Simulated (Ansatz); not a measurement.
I need a single point from an input written key by key of CH5GeNO2, SMILES O=C[NH][GeH2][OH]. Use Ansatz 0.2.0, Python API. Settings: MP2, def2-SVP basis, multiplicity 1.

```xyz
10

O    -0.9697    0.8315    1.6926
C     0.1895    0.5303    1.6496
N     0.6869   -0.1946    0.5274
Ge   -0.2684   -0.6688   -0.9218
O    -0.9988    0.7858   -1.7093
H     0.8413    0.8108    2.4747
H     1.7536   -0.4678    0.5449
H     0.5548   -1.4452   -1.9507
H    -1.5070   -1.5568   -0.3891
H    -0.1991    1.3236   -1.9155
```

The script, `ch5geno2_deck.py`:
```python
"""Run CH5GeNO2 from an input written out key by key."""

import ansatz as az
import numpy as np

DECK = """
crystal:
  periodic: [false, false, false]
  atoms:
    - { symbol: O, position_ang: [-0.9697, 0.8315, 1.6926] }
    - { symbol: C, position_ang: [0.1895, 0.5303, 1.6496] }
    - { symbol: "N", position_ang: [0.6869, -0.1946, 0.5274] }
    - { symbol: Ge, position_ang: [-0.2684, -0.6688, -0.9218] }
    - { symbol: O, position_ang: [-0.9988, 0.7858, -1.7093] }
    - { symbol: H, position_ang: [0.8413, 0.8108, 2.4747] }
    - { symbol: H, position_ang: [1.7536, -0.4678, 0.5449] }
    - { symbol: H, position_ang: [0.5548, -1.4452, -1.9507] }
    - { symbol: H, position_ang: [-1.507, -1.5568, -0.3891] }
    - { symbol: H, position_ang: [-0.1991, 1.3236, -1.9155] }
basis:
  gaussian: { orbitals: def2-SVP }
correlation:
  method: mp2
output:
  forces: true
"""

session = az.Session.from_yaml(DECK)
r = session.plan(threads=1).execute().report

print(f"E = {r['free_energy_ev']:.6f} eV = {r['free_energy_ev'] / 27.211386246:.7f} Ha")
print("converged:", r["converged"], " doubts:", r["published_state_doubts"] or "none")
symbols = ["O", "C", "N", "Ge", "O", "H", "H", "H", "H", "H"]
print("correlation energy", round(r["free_energy_ev"] - r["reference_energy_ev"], 5), "eV")
cluster = r["correlation"].get("coupled_cluster")
if cluster:
    print("cycles", cluster["cycles"], " T1 diagnostic", round(cluster["t1_diagnostic"], 4), " largest double", round(cluster["largest_double"], 4))

print("forces (eV/A)")
for symbol, f in zip(symbols, r["forces_ev_ang"]):
    print(f"  {symbol:2s} {f[0]:9.4f} {f[1]:9.4f} {f[2]:9.4f}")
charges = r["charge_distribution"]
print("dipole moment", round(4.803205 * float(np.linalg.norm(charges["dipole_moment_e_ang"])), 3), "D")
print("Mulliken:", [(s, round(q, 3)) for s, q in zip(symbols, charges["mulliken_charges_e"])])
```

Output of `python ch5geno2_deck.py`:
```text
E = -63151.788475 eV = -2320.7854206 Ha
converged: True  doubts: none
correlation energy -24.49879 eV
forces (eV/A)
  O    -1.4335    0.4835    0.2038
  C     0.0188   -1.2656   -2.1102
  N     4.3656    0.2601    2.1751
  Ge   -3.1010   -0.8063   -0.2905
  O     1.3960   -0.1649    0.0797
  H     1.1405   -0.1960    0.1768
  H    -2.8098    0.8728    0.1413
  H     0.3070    0.1101    0.2905
  H     1.0447    0.8084   -0.6563
  H    -0.9283   -0.1021   -0.0102
dipole moment 5.026 D
Mulliken: [('O', -0.254), ('C', 0.299), ('N', -0.534), ('Ge', 0.797), ('O', -0.477), ('H', 0.025), ('H', 0.18), ('H', -0.121), ('H', -0.107), ('H', 0.192)]
```

Caveats:
- Total energies depend on the basis set; only differences at equal settings carry meaning.
- The geometry is a force-field or estimated start, not a minimum of this method, and the basis set is short of its limit.
- Wall time of the script: 7.6 s on 1 thread of Arm Neoverse V1 (shared host), peak memory 0.31 GiB.
